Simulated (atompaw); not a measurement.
**A PAW (atompaw) potential for Cl, from input to tests**

Task: generate the file, and judge it by its logarithmic derivatives, its ghosts and its cutoff.

Program: atompaw 4.2.0.5. Reference atom: PBE, scalar-relativistic, spherical and spin-unpolarised. All values are calculated.

**1. Settings**

The settings as typed:

```json
{"element": "chlorine (Cl, Z = 17)", "type": "PAW", "frozen core": "[Ne]", "valence charge": "7", "reference configuration": "3s2 3p5", "partial waves": "3s (bound): rc 1.70 bohr; 3s channel at -0.8 Ry: rc 1.70 bohr; 3p (bound): rc 1.70 bohr; 3p channel at 0.1 Ry: rc 1.70 bohr; 3d channel at 0.1 Ry: rc 1.70 bohr", "local potential": "bessel scheme, radius 1.35 bohr", "core correction": "smooth core density matched at 1.25 bohr", "augmentation charge": "besselshape compensation charge, radius 1.30 bohr; PAW radius 1.70 bohr; waves and projectors: custom polynom vanderbiltortho"}
```

The outer shells as boxes (Hund's rule for the drawing; the calculation is spin-unpolarised):

```
[Ne] core
3s [↑↓]
3p [↑↓][↑↓][↑ ]
```

**2. Generation**

The input, Cl.input:

```
Cl 17
GGA-PBE scalarrelativistic loggrid 1500 logderivrange -4 5 226
3 3 0 0 0 0
3 1 5
0 0 0
c
c
v
c
v
2
1.70 1.30 1.35 1.25
y
-0.8
n
y
0.1
n
y
0.1
n
custom polynom vanderbiltortho besselshape
bessel
1.70
1.70
1.70
1.70
1.70
PWSCFOUT
UPFDX 0.0125d0 UPFXMIN -7.d0 UPFZMESH 17.d0
END
```

The run is started by

```
atompaw < Cl.input > Cl.log
```

What does the calculation give? Wanted: cutoffs for 10 and 1 mRy, occupied levels; bound ghosts; largest phase difference near zero energy, channels read; lowest eigenvalue of the overlap; share of valence orbitals outside the PAW sphere; UPF file.

The runs gave:

| quantity | value |
| --- | --- |
| cutoffs for 10 and 1 mRy, occupied levels | 18 Ry and 21 Ry |
| bound ghosts | none found |
| largest phase difference near zero energy, channels read | 0.011 rad |
| lowest eigenvalue of the overlap (Bessel basis) | 0.260 (s) |
| share of valence orbitals outside the PAW sphere | 3s 33 %, 3p 50 % |
| UPF file | not written |

**Reading.** The potential is soft on the atom: the looser tolerance needs 18 Ry. It is free of bound ghosts as far as tested. Near zero energy the phases of the channels with partial waves agree within 0.011 rad. The pseudo core plus compensation charge is negative at some radii, so no UPF file was written. These are tests on the free atom; a crystal test is still owed.
